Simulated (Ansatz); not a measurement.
Crystal: VW2C3.

```
W V C
1.0
    -1.52449    2.16193    4.58503
     1.52449   -2.16193    4.58503
     1.52449    2.16193   -4.58503
W V C
2 1 3
Direct
  0.83402 0.33402 0.50000
  0.16598 0.66598 0.50000
  0.50000 0.00000 0.50000
  0.33904 0.33904 0.00000
  0.66096 0.66096 0.00000
  0.00000 0.00000 0.00000
```

The cell comes from a database or a generator and needn't be the stable form of this composition.

Base run:

```yaml
Program: Ansatz 0.2.0
Functional: PBE
Potentials_or_basis: Ansatz PAW
Cutoff: "420 eV (not typed: the program's choice for these potentials)"
k_mesh: 11 × 11 × 11
Occupations: fermi-dirac, width 0.05 eV
Spin: collinear spin, ferromagnetic start
Starting_moments: "[0.0, 0.0, 2.0, 0.0, 0.0, 0.0] μB"
```

Its results: band gap on the k mesh none (metal or under the smearing width); pressure -1.4 GPa; net moment 0.00 μB per cell; largest force 0.054 eV/Å.

Problem. The run is repeated on the same cell with these changes: functional from PBE to r2SCAN; cutoff from 420 eV (not typed: the program's choice for these potentials) to 500 eV (not typed: the program's choice for these potentials). What comes out?

Solution. Band gap on the k mesh none (metal or under the smearing width); pressure -3.8 GPa; net moment 0.68 μB per cell; site moments W -0.02; V +0.68; C -0.02 μB; largest force 0.107 eV/Å.

Caveats: spin-orbit coupling is left out, which moves the levels of the heavy elements; the starting moments weren't kept (some runs); the magnetic or orbital state may not be the lowest (some runs); the PAW data sets come from PBE, with cores solved anew for the run's functional, which leaves a small shift of forces and pressure (some runs).
